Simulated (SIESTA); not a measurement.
HPbNO4:

```
H Pb N O
1.0
     3.85707    0.00178   -0.03658
     0.17353    4.33436   -0.01647
     0.75803    0.83873    5.87662
H Pb N O
1 1 1 4
Direct
  0.61511 0.89559 0.19844
  0.64597 0.44651 0.91685
  0.71474 0.23810 0.50058
  0.16958 0.47007 0.77768
  0.62919 0.97045 0.49845
  0.56424 0.92583 0.03849
  0.78022 0.42250 0.31951
```

The cell was built by a generator and needn't be a form met in nature.

Base run:

* Program: SIESTA 5.4.2
* Functional: RPBE
* Potentials or basis: PseudoDojo 0.4 standard (PBE files)
* Basis: DZP (energy shift 0.003 Ry; two zetas on semicore shells)
* Grid cutoff: 800 Ry
* Energy shift: 0.003 Ry
* k mesh: 7 × 6 × 5
* Occupations: fermi-dirac, width 0.05 eV
* Spin: no spin polarisation

Its results: band gap on the k mesh 0.34 eV, indirect (least direct gap 0.56 eV); pressure 5.9 GPa; largest force 1.509 eV/Å.

**Question.** The run is repeated on the same cell with these changes: functional from RPBE to LDA; potentials or basis from PseudoDojo 0.4 standard (PBE files) to PseudoDojo 0.4 standard (LDA files). What comes out?

**Answer.** Band gap on the k mesh 0.34 eV, indirect (least direct gap 0.53 eV); pressure -2.6 GPa; largest force 0.947 eV/Å.

Caveats: spin-orbit coupling is left out, which as a rule narrows the gap of such compounds by several tenths of an eV; the basis of atomic orbitals isn't converged, which shifts pressures, moduli and gaps; the potentials were made for another functional, which shifts forces and pressure (some runs); the mesh misses the band edges, which the band path finds closer together (some runs).

Not every run made on this cell is shown here.
